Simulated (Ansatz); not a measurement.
# Mg3H: the cost of one run

Method: DFT PBE, scalar-relativistic, plane waves, PAW, in Ansatz 0.2.0.

### Step 1. The structure to begin with

The structure is hexagonal, space group P6_3/mmc (No. 194). Conventional cell: a = 5.657 Å, b = 5.657 Å, c = 4.541 Å, α = 90.00°, β = 90.00°, γ = 120.00°. Mg (site symmetry mm2) has 4 H at 2.79 to 2.83 Å and 8 Mg at 2.80 to 2.83 Å as nearest neighbours. H (site symmetry -6m2) has 12 Mg at 2.79 to 2.83 Å as nearest neighbours.

Coordinates:

```
Mg H
1.0
     5.65693    0.00000    0.00000
    -2.82847    4.89905    0.00000
     0.00000    0.00000    4.54056
Mg H
6 2
Direct
  0.83300 0.66600 0.25000
  0.16700 0.83300 0.75000
  0.33400 0.16700 0.25000
  0.16700 0.33400 0.75000
  0.83300 0.16700 0.25000
  0.66600 0.83300 0.75000
  0.33333 0.66667 0.25000
  0.66667 0.33333 0.75000
```

(A quick probe on a coarse mesh, which set the mesh and smearing, is not shown.)

### Step 3. A loose first relaxation

input.yaml

```yaml
crystal:
  lattice:
    - [5.656933836, 0.0, 0.0]
    - [-2.828466918, 4.8990484095, 0.0]
    - [0.0, 0.0, 4.5405622248]
  atoms:
    - { symbol: Mg, position: [0.833, 0.666, 0.25] }
    - { symbol: Mg, position: [0.167, 0.833, 0.75] }
    - { symbol: Mg, position: [0.334, 0.167, 0.25] }
    - { symbol: Mg, position: [0.167, 0.334, 0.75] }
    - { symbol: Mg, position: [0.833, 0.167, 0.25] }
    - { symbol: Mg, position: [0.666, 0.833, 0.75] }
    - { symbol: H, position: [0.3333333333, 0.6666666667, 0.25] }
    - { symbol: H, position: [0.6666666667, 0.3333333333, 0.75] }
basis:
  ecutwfc: 420
kpoints:
  mp_grid: { grid: [6, 6, 4] }
hamiltonian:
  xc: pbe
scf:
  occupations: { method: gaussian, width: 0.1 }
  lower_state_search: "off"
output:
  forces: true
  stress: true
  eigenvalues: true
relax:
  adjacent_minimum: "off"
  f_tol: 0.04
  max_steps: 70
  cell: { stress_tol: 0.4 }
```

The run is started by

```bash
$ ansatz run input.yaml --threads 1 --pin off --max-ram 2560MiB --backend cpu --events-out ev --progress --plain --runs-dir out
```

Q: Estimate wall time and peak memory on 1 thread of Intel Xeon Platinum 8488C (Sapphire Rapids), shared host.

About 23 s, with a peak of 0.45 GiB.
